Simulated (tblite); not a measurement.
# C3H11OSi2: the cost of one run

Programs: tblite 0.8.0 and PySCF 2.14.0. All values are calculated, for the isolated system unless a continuum is named. Atoms count from 0, parts from 1.

### 1 The system as given

17 atoms, charge 0, multiplicity 2; geometry: distance geometry start.

### 2 Relaxing the cluster with GFN2-xTB

Job settings and geometry (Å):

```
{"job": {"kind": "relax", "xc": "GFN2-xTB", "basis": "xTB"}, "charge": 0, "multiplicity": 2}
C      0.590680     0.892310    -0.287625
O      1.248815    -0.329789    -0.301811
Si     1.830789    -1.154685    -1.746369
C      1.231982     1.939529     0.466291
C     -0.888601     0.846950    -0.212828
Si    -1.383434    -0.053858     1.291946
H      1.494436    -0.389559    -2.890469
H      3.233563    -1.318009    -1.667975
H      1.190745    -2.431114    -1.847906
H      1.146595     1.744389     1.501349
H      0.769550     2.865806     0.264426
H      2.241248     1.996939     0.240419
H     -1.234638     0.371147    -1.056119
H     -1.227934     1.818240    -0.191159
H     -1.360388     0.805802     2.409349
H     -2.691003    -0.574901     1.107607
H     -0.506339    -1.142283     1.515530
```

With the program's defaults for keys left out, this is: GFN2-xTB geometry optimisation, gas phase.

Started as:

```sh
$ OMP_NUM_THREADS=1 python cluster_run.py task.json out
```

The driver reads the jobs from task.json and runs them one after another.

Q: Estimate the wall time of this first job on 1 thread of Arm Neoverse V2, shared host.

About 4.2 s.
